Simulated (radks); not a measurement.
**Fe in [Ne] 3s2 3p4 3d6 4s2 4f2: an all-electron calculation**

An exercise on one series of results from a longer session: the logs are not shown, and one member is left open.

The numbers are computed with radks (a radial shooting solver on a logarithmic mesh, Libxc functionals) version 1 (scalar-relativistic Kohn-Sham, PBE, spin-unpolarised, spherical densities, finite nucleus), except any that are marked as measured or tabulated.

**Starting point**

| Item | Value |
| --- | --- |
| element | iron (Z = 26) |
| charge | 0 |
| electrons | 26 |
| configuration | [Ne] 3s2 3p4 3d6 4s2 4f2 |
| nuclear rms radius | 3.7377 fm |

Outer shells as boxes (Hund's rule):

Fe
```
[Ne] core
3s [↑↓]
3p [↑↓][↑ ][↑ ]
3d [↑↓][↑ ][↑ ][↑ ][↑ ]
4s [↑↓]
4f [↑ ][↑ ][  ][  ][  ][  ][  ]
```

The first run:

The run's settings:

```text
Z 26
configuration [Ne] 3s2 3p4 3d6 4s2 4f2
relativity scalar-relativistic
functional pbe,pbe
spin unpolarised
nucleus finite rms 3.7377 fm
c 137.035999084
```

One table of the session follows, with a row left open; its other results are not shown here.

It belongs to the step «Shells». From the orbitals of this run (lengths in bohr):

```
level      <r>  outermost maximum (interpolated)  90 % within  nodes
   1s  0.05845                            0.0383        0.104      0
   2s   0.2667                             0.222        0.413      1
   2p   0.2352                             0.180        0.385      0
   3s   0.7951                             0.695         1.18      2
   3p   0.8303                             0.704         1.27      1
   3d        ?                                 ?            ?      ?
   4s    2.284                              2.01         3.34      3
   4f    10.52                              9.43         15.5      0
```

**Question.** Estimate the row for 3d.

The run gave: <r>: 0.9400; outermost maximum (interpolated): 0.678; 90 % within: 1.56; nodes: 0. In the column «<r>» it lies between 3p (0.8303) and 4s (2.284).
